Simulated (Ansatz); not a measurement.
# Cl3FGe: the cost of one run

Program: Ansatz 0.2.0. Level of theory: RKS LDA/def2-SVP. These are calculated values, not measurements.

**1. Starting point**

Bond lengths: Ge1–F2 1.680 Å, Ge1–Cl3 2.220 Å, Ge1–Cl4 2.218 Å, Ge1–Cl5 2.218 Å. Angles: F2–Ge1–Cl3 109.5°, F2–Ge1–Cl4 109.5°, F2–Ge1–Cl5 109.5°, Cl3–Ge1–Cl4 109.5°, Cl3–Ge1–Cl5 109.5°, Cl4–Ge1–Cl5 109.5°.

Structure file:

```xyz
5

Ge    0.0000    0.0000    0.0000
F     0.0000    0.0000    1.6800
Cl    2.0935    0.0000   -0.7393
Cl   -1.0456    1.8115   -0.7393
Cl   -1.0456   -1.8115   -0.7393
```

**2. Relaxing the start**

Contents of input.yaml:

```yaml
crystal:
  periodic: [false, false, false]
  atoms:
    - { symbol: Ge, position_ang: [0.0, 0.0, 0.0] }
    - { symbol: F, position_ang: [0.0, 0.0, 1.68] }
    - { symbol: Cl, position_ang: [2.0935, 0.0, -0.7393] }
    - { symbol: Cl, position_ang: [-1.0456, 1.8115, -0.7393] }
    - { symbol: Cl, position_ang: [-1.0456, -1.8115, -0.7393] }
basis:
  gaussian: { orbitals: def2-SVP }
hamiltonian:
  xc: lda
relax:
  f_tol: 0.02
  max_steps: 40
```

Launch:

```console
$ ansatz run input.yaml --threads 2 --pin off --max-ram 3072MiB --backend cpu --events-out ev --progress --plain --runs-dir out
```

What time and memory should one allow on 2 threads of Intel Xeon 6975P-C (Granite Rapids), shared host?

About 3.3 s, with a peak of 0.17 GiB.
